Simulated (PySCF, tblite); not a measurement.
# C6H9BrOSi: geometry, infrared bands and NMR shifts

What infrared bands and NMR shifts should C6H9BrOSi (`O=C[C@]1([SiH2]Br)C=CCC1`) show?

The runs use tblite 0.8.0 and PySCF 2.14.0, with density-fitted response routines of our own; the level of theory stands in each step. All values are computed, except where a source is named. Atoms count from 0, in the outputs and in this text.

### 1 Starting geometry

18 atoms, charge 0, multiplicity 1; geometry from: force field or distance geometry start.

Bonds of the start (Å): O0–C1 1.22, C1–C2 1.47, C2–Si3 1.88, Si3–Br4 2.25, C2–C5 1.48, C5–C6 1.33, C6–C7 1.52, C7–C8 1.51, C8–C2 1.49, C1–H9 1.10, Si3–H10 1.46, Si3–H11 1.49, C5–H12 1.08, C6–H13 1.09, C7–H14 1.10, C7–H15 1.11, C8–H16 1.09, C8–H17 1.11.

### 2 Relaxing the molecule with GFN2-xTB

The job: settings as JSON, then the geometry in Å.

```
{"job": {"kind": "relax", "xc": "GFN2-xTB", "basis": "xTB"}, "charge": 0, "multiplicity": 1}
O     -1.830300    -1.211500     1.263600
C     -0.690100    -1.069800     0.849400
C     -0.400700    -0.129800    -0.243600
Si    -2.033600     0.667500    -0.725100
Br    -2.308200     2.483900     0.578000
C      0.171100    -0.921000    -1.354500
C      1.482700    -0.746700    -1.462100
C      1.945000     0.220900    -0.391400
C      0.658100     0.869000     0.068600
H      0.111500    -1.654900     1.323500
H     -1.944100     0.984300    -2.143700
H     -3.147600    -0.284400    -0.462800
H     -0.411400    -1.567800    -1.989500
H      2.163500    -1.205700    -2.176100
H      2.565200     1.019200    -0.824200
H      2.447800    -0.332500     0.426500
H      0.480900     1.826500    -0.432200
H      0.731300     1.059100     1.154700
```

Started as:

```console
$ OMP_NUM_THREADS=1 python probes_run.py task.json out
```

This one command runs all jobs of the session in turn.

**Question.** This job is followed by: GFN2-xTB harmonic vibrations, gas phase; GIAO PBE0/pcSseg-1 NMR shielding, non-relativistic, gas phase. Predict these results of the whole session: strongest single infrared mode (GFN2-xTB); zero-point energy (GFN2-xTB); 13C shifts against TMS (PBE0/pcSseg-1); 1H shifts against TMS (PBE0/pcSseg-1); 17O shifts against H2O (PBE0/pcSseg-1); 29Si shifts against TMS (PBE0/pcSseg-1); 79Br shifts against HBr (PBE0/pcSseg-1).

The runs gave:

| quantity | value |
| --- | --- |
| strongest single infrared mode (GFN2-xTB) | 716 cm⁻¹, 500 km/mol |
| zero-point energy (GFN2-xTB) | 82.1 kcal/mol |
| 13C shifts against TMS (PBE0/pcSseg-1) | 213.1, 139.4, 135.0, 66.0, 35.4, 29.6 ppm |
| 1H shifts against TMS (PBE0/pcSseg-1) | 10.08, 6.02, 5.96, 5.19, 4.88, 2.93, 2.69, 2.65, 2.42 ppm |
| 17O shifts against H2O (PBE0/pcSseg-1) | 695.6 ppm |
| 29Si shifts against TMS (PBE0/pcSseg-1) | -6.7 ppm |
| 79Br shifts against HBr (PBE0/pcSseg-1) | -125 ppm |

What this shows: Relaxing lowered the energy by 0.430 eV in 197 steps; the close pair that moved most is C2–C8, from 1.489 to 1.538 Å. All 48 modes are real, so the xTB geometry is a minimum. The strongest single mode, at 716 cm⁻¹, moves mainly H10 and H11. Unscaled tight-binding wavenumbers are off by several per cent, some by more. Its intensities can rank the bands wrongly. The most deshielded carbon is C1 (aldehyde carbonyl carbon), at 213.1 ppm: the double bond to the heteroatom, with no lone-pair donor beside it, deshields it most. The most deshielded hydrogen is H9 (hydrogen on an aldehyde carbonyl carbon), at 10.08 ppm: the C=O anisotropy and electron withdrawal place aldehyde protons far downfield. At PBE0/pcSseg-1: The widest tensor belongs to O0: span 1355 ppm, with a paramagnetic part of -758 ppm. Spin-orbit coupling is left out, which matters for shieldings and couplings at and beside the heavy atoms.
